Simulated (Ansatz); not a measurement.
Write a Python script for Ansatz 0.2.0 through its Python package that makes a search for lower mean-field states of AsBH5N, SMILES B[AsH]N. Level of theory (for the species named): PBE, def2-SVP basis, multiplicity 1.

```yaml
atoms:
  - { symbol: B, position_ang: [-0.9376, 0.6580, -0.8639] }
  - { symbol: As, position_ang: [0.8691, 0.6411, -0.0375] }
  - { symbol: N, position_ang: [0.5642, -1.1078, 0.6341] }
  - { symbol: H, position_ang: [-1.5251, -0.2833, -1.0395] }
  - { symbol: H, position_ang: [-1.4341, 1.7266, -1.2532] }
  - { symbol: H, position_ang: [0.3642, 1.3339, 1.2782] }
  - { symbol: H, position_ang: [1.3659, -1.2697, 1.3685] }
  - { symbol: H, position_ang: [0.8257, -1.7560, -0.1425] }
```

Script `states_asbh5n.py`:
```python
# -*- coding: utf-8 -*-
"""Restricted and unrestricted solutions of AsBH5N, stretched and not."""

from dataclasses import dataclass

import ansatz as az
import numpy as np


@dataclass(frozen=True)
class RunConfig:
    basis_set: str = "def2-SVP"
    xc: str = "PBE"


opts = RunConfig()

asbh5n = (
    az.Crystal.molecule()
    .atom("B", (-0.9376, 0.658, -0.8639))
    .atom("As", (0.8691, 0.6411, -0.0375))
    .atom("N", (0.5642, -1.1078, 0.6341))
    .atom("H", (-1.5251, -0.2833, -1.0395))
    .atom("H", (-1.4341, 1.7266, -1.2532))
    .atom("H", (0.3642, 1.3339, 1.2782))
    .atom("H", (1.3659, -1.2697, 1.3685))
    .atom("H", (0.8257, -1.756, -0.1425))
)
symbols = [site.symbol for site in asbh5n.cartesian_sites]

start = np.array([site.position_ang for site in asbh5n.cartesian_sites])
for factor in [1.0, 1.3]:
    xyz = (start - start.mean(axis=0)) * factor
    scaled = az.Crystal.molecule()
    for symbol, place in zip(symbols, xyz):
        scaled = scaled.atom(symbol, place.tolist())
    calculation = (
        scaled.calculation()
        .basis(gaussian=opts.basis_set)
        .functional(opts.xc)
        .spin("collinear")
    )
    for search in ("off", "standard"):
        try:
            report = calculation.scf(lower_state_search=search).run().report
        except az.AnsatzError as error:
            print(f"x{factor} search {search}: {type(error).__name__}")
            continue
        state = report["mean_field"]["state"]
        print(f"all distances x{factor}, search {search:8s} E = {report['free_energy_ev']:.5f} eV  <S^2> = {abs(state['spin_squared']):.3f}  other states met: {len(report['mean_field']['others'])}")
```

```console
$ python states_asbh5n.py
all distances x1.0, search off      E = -63066.02256 eV  <S^2> = 0.000  other states met: 0
all distances x1.0, search standard E = -63066.02256 eV  <S^2> = 0.000  other states met: 0
all distances x1.3, search off      E = -63059.26364 eV  <S^2> = 0.000  other states met: 0
all distances x1.3, search standard E = -63059.26364 eV  <S^2> = 0.000  other states met: 1
```

What to keep in mind:
- Total energies depend on the basis set; only differences at equal settings carry meaning.
- The count of other states can hold repeated and symmetry-equivalent ends of the search; scaling all distances is a test, and for more than two atoms no physical path.
- The geometry comes from a force field and isn't relaxed at this level.
- Hardware and time: 11 s on 1 thread of Arm Neoverse V1, with other jobs on the host, peak memory 0.21 GiB.
